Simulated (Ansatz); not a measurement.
Input of an Ansatz 0.2.0 run:

Contents of input.yaml:

```yaml
crystal:
  lattice:
    - [3.432123, 0.0, 0.0]
    - [0.0, 3.432123, 0.0]
    - [0.0, 0.0, 8.592627]
  atoms:
    - { symbol: Re, position: [0.0, 0.5, 0.873241] }
    - { symbol: Re, position: [0.5, 0.0, 0.126759] }
    - { symbol: Sb, position: [0.0, 0.5, 0.333458] }
    - { symbol: Sb, position: [0.5, 0.0, 0.666542] }
    - { symbol: "N", position: [0.0, 0.0, 0.0] }
    - { symbol: "N", position: [0.5, 0.5, 0.0] }
hamiltonian:
  xc: lda
  pseudopotentials: { kind: paw }
  hubbard: { sites: [{ species: Re, l: d, u_eff: 1.0 }] }
kpoints:
  mp_grid: { grid: [8, 8, 3] }
scf:
  occupations: { method: fermi_dirac, width: 0.05 }
output:
  forces: true
  stress: true
  eigenvalues: true
  write_density: true
  write_potential: true
  elf: true
  volumetric_format: npy
relax:
  f_tol: 0.01
  max_steps: 40
  cell: { stress_tol: 0.05 }
```

Potentials or basis: Ansatz PAW.

Launch:

```console
$ ansatz run input.yaml --threads 2 --pin off --max-ram 5632MiB --backend cpu --events-out ev --progress --plain --runs-dir out
```

**Question.** Estimate the relaxed volume.

**Answer.** 15.87 Å³/atom.

**Question.** Predict the space group after relaxing (to 0.05 Å).

**Answer.** P4/nmm (No. 129).

Step by step:
| step | energy change (eV) | largest force (eV/Å) | volume (Å³) |
| --- | --- | --- | --- |
| 1 | 0.0000 | 0.9805 | 101.22 |
| 2 | -0.0448 | 1.0187 | 91.48 |
| 3 | -0.1973 | 0.1648 | 95.32 |
| 4 | -0.1969 | 0.1465 | 95.94 |
| 5 | -0.2012 | 0.0054 | 95.35 |
| 6 | -0.1926 | 0.0061 | 95.35 |
| 7 | -0.1930 | 0.0057 | 95.20 |
| 8 | -0.1926 | 0.0057 | 95.20 |

Caveat: the plane-wave basis is chosen anew once the cell has moved, so the energies of steps on either side of that aren't comparable; the pressure holds a Pulay correction of +0.3 GPa for the finite cutoff; U without spin polarisation on a metal has little footing; the PAW data sets come from PBE, with cores solved anew for the run's functional, which leaves a small shift of forces and pressure. Spin-orbit coupling is left out, which matters for the levels of Re, Sb.
